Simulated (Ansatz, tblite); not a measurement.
**The cluster Sn₆S₆: one state, many levels**

An exercise on one series of results from a longer session: the logs are not shown, and one member is left open.

Computed with Ansatz 0.2.0, Gaussian basis. Level: as each input shows.

Plan: GFN1-xTB, GFN2-xTB, PBE-D4/def2-SVP, r2SCAN-D4/def2-SVP, MP2/def2-SVP.

9 further runs of the same task are left out: 7 that didn't finish, 2 set aside as unsound or not needed. Runs told in other sessions of the task aren't counted.

### The structure

The geometry is that of the singlet, from an earlier relaxation (PBE-D4/def2-SVP). At that level it is the lowest of the isomers that a small search found.

12 atoms, charge 0, spin multiplicity 1.

Bond lengths: Sn1–S9 2.890 Å, Sn1–S11 2.762 Å, Sn1–S12 2.653 Å, Sn2–S8 2.761 Å, Sn2–S10 2.611 Å, Sn2–S12 2.539 Å, Sn3–S8 2.892 Å, Sn3–S11 2.652 Å, Sn3–S12 2.763 Å, Sn4–S7 2.612 Å, Sn4–S9 2.763 Å, Sn4–S11 2.538 Å, Sn5–S8 2.775 Å, Sn5–S9 2.695 Å, Sn5–S10 2.511 Å, Sn6–S7 2.511 Å, Sn6–S8 2.696 Å, Sn6–S9 2.774 Å. Angles: S9–Sn1–S11 82.7°, S9–Sn1–S12 116.8°, S11–Sn1–S12 75.7°, S8–Sn2–S10 90.9°, S8–Sn2–S12 89.6°, S10–Sn2–S12 89.8°, S8–Sn3–S11 116.8°, S8–Sn3–S12 82.7°, S11–Sn3–S12 75.6°, S7–Sn4–S9 90.8°, S7–Sn4–S11 89.8°, S9–Sn4–S11 89.5°, S8–Sn5–S9 83.3°, S8–Sn5–S10 92.7°, S9–Sn5–S10 95.3°, S7–Sn6–S8 95.3°, S7–Sn6–S9 92.7°, S8–Sn6–S9 83.3° and more.

Geometry (Å):

```xyz
12

Sn   -0.65227    1.95645   -1.05688
Sn   -0.48500    1.61172    2.78344
Sn    2.26713    0.06298    0.47125
Sn    0.87550   -1.12742   -2.92447
Sn   -2.60551   -0.70501    1.00086
Sn   -0.25288   -2.86702    0.03215
S     2.00633   -2.46742   -0.98893
S    -0.00525   -0.97044    1.93171
S    -1.41691   -0.80744   -1.41601
S    -2.54122    1.79856    1.18441
S     1.79088    1.03071   -1.95155
S     1.01921    2.48433    0.93403
```

Sn takes a core potential in the def2 sets. No spin-orbit coupling is included.

PBE0-D4/def2-SVP was run before; its log isn't repeated, and its numbers join the tables.

The first run:

Tight binding, by tblite at 300 K electronic temperature and without a spin-polarisation term:

```python
tblite.interface.Calculator('GFN1-xTB', numbers, positions, charge=0, uhf=0).singlepoint()
```

Tight binding, by tblite at 300 K electronic temperature and without a spin-polarisation term:

```python
tblite.interface.Calculator('GFN2-xTB', numbers, positions, charge=0, uhf=0).singlepoint()
```

start.molden holds the orbitals of an earlier run on this state, given as this run's starting guess.

Input file in.yaml:

```yaml
crystal:
  periodic: [false, false, false]
  atoms:
    - {symbol: Sn, position_ang: [-0.652269, 1.956451, -1.056880]}
    - {symbol: Sn, position_ang: [-0.485001, 1.611720, 2.783445]}
    - {symbol: Sn, position_ang: [2.267126, 0.062976, 0.471252]}
    - {symbol: Sn, position_ang: [0.875496, -1.127417, -2.924472]}
    - {symbol: Sn, position_ang: [-2.605506, -0.705009, 1.000857]}
    - {symbol: Sn, position_ang: [-0.252875, -2.867024, 0.032150]}
    - {symbol: S, position_ang: [2.006330, -2.467422, -0.988932]}
    - {symbol: S, position_ang: [-0.005246, -0.970435, 1.931707]}
    - {symbol: S, position_ang: [-1.416912, -0.807438, -1.416007]}
    - {symbol: S, position_ang: [-2.541224, 1.798564, 1.184413]}
    - {symbol: S, position_ang: [1.790882, 1.030708, -1.951554]}
    - {symbol: S, position_ang: [1.019210, 2.484326, 0.934031]}
basis:
  gaussian: {orbitals: def2-SVP, initial_orbitals: start.molden}
hamiltonian: {xc: pbe, dispersion: d4}
scf: {omitted_lower_state_checks: [starts]}
output: {forces: true, orbitals: {seedname: orbitals}}
```

Command:

```bash
> ansatz run in.yaml --threads 4 --pin off --events-out ev --progress --plain --max-ram 6963MiB
```

Among the steps run: PBE-D4/def2-SVP; r2SCAN-D4/def2-SVP; MP2/def2-SVP.

One of the session's tables, all rows but one given; the rest of the session is left out.

It belongs to the step «Binding energy». 

```
             level  binding an atom (eV)
       HF/def2-SVP                 1.784
   PBE-D4/def2-SVP                 3.538
r2SCAN-D4/def2-SVP                 3.348
  PBE0-D4/def2-SVP                     ?
      MP2/def2-SVP                 2.961
```

Q: Estimate the row for PBE0-D4/def2-SVP from the others.

**Answer.** binding an atom (eV): 3.362. In the column «binding an atom (eV)» it lies between r2SCAN-D4/def2-SVP (3.348) and PBE-D4/def2-SVP (3.538).

Caveats from the session: Free atoms were run apart at each level; binding is atoms less cluster, divided by the number of atoms, without zero-point or spin-orbit terms.
